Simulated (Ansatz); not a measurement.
# HgTe, space group I-4m2: a Delta-SCF excitation

Program: Ansatz's Python interface.

Run as a notebook:

**Cell 1**
```python
import warnings

import ansatz as az
import numpy as np
```

**Cell 2**
```python
warnings.simplefilter("ignore", az.DeckWarning)
```

**Cell 3**
```python
vectors = np.array([
    [-3.045603, 3.045603, 1.55941],
    [3.045603, -3.045603, 1.55941],
    [3.045603, 3.045603, -1.55941],
])
hgte = (
    az.Lattice.of(vectors)
    .atom("Hg", [0.25, 0.75, 0.5])
    .atom("Te", [0.0, 0.0, 0.0])
)
```

**Cell 4**
```python
len(hgte.resolved().sites)
```
Output:
```text
2
```

**Cell 5**
```python
ground = (
    hgte.calculation()
    .basis(420)
    .functional("pbesol", dispersion="D3(BJ)")
    .kpoints(1, 1, 1)
    .occupations("fermi_dirac", width=0.01)
    .scf(extra_bands=4)
    .band_table()
)
excited = ground.excitation(hole_k=0, hole_band="v1", hole_track="overlap", particle_k=0, particle_band="c1", particle_track="overlap")
low, high = ground.run(threads=1, backend="cpu").report, excited.run(threads=1, backend="cpu").report
share = low["kweights"][0]
top = round(low["n_electrons"] / 2)
print("Kohn-Sham gap at the first k-point:", round(low["eigenvalues_ev"][0][top] - low["eigenvalues_ev"][0][top - 1], 3), "eV")
print("energy difference per cell:", round(high["lagrangian_ev"] - low["lagrangian_ev"], 4), "eV; weight of the point", round(share, 4))
print("per electron moved:", round((high["lagrangian_ev"] - low["lagrangian_ev"]) / share, 3), "eV")
```
Output:
```text
RunWarning: ΔSCF hole: seed band 17 (bands are counted from 0) lies in a 2-fold degenerate manifold [16, 17] at 1.0e-4 eV resolution, on a gap of 3.62e-1 eV certified (the least, over the bands outside them, of the distance in energy less both bands' residual norms) and a largest residual norm of 6.10e-6 eV — constrained occupation is ambiguous
Kohn-Sham gap at the first k-point: 5.105 eV
energy difference per cell: 5.4942 eV; weight of the point 1.0
per electron moved: 5.494 eV
```

Notes:
- These settings explore the input space; cutoff and mesh may be short of convergence.
- Spin-orbit coupling, left out here, can change this gap by several tenths of an eV, and inverted bands can meet off the mesh.
- Energy and stress may still move on a finer k-point mesh.
- The structure comes from a database of computed cells and needn't be a stable or known phase.
- Levels are Kohn-Sham eigenvalues on this mesh, without spin-orbit coupling.
- Warnings are shown shortened and without file and line.
- One k-point of a small cell stands for a dense array of excitations, so this isn't the optical gap of the solid.
- The script silences the warnings on its input, which a real study should read.
- Run time: 1.7 s on 1 thread of Arm Neoverse V2, on a shared host, peak memory 0.36 GiB.

(Lines on the test bed's own set-up are left out of the output.)
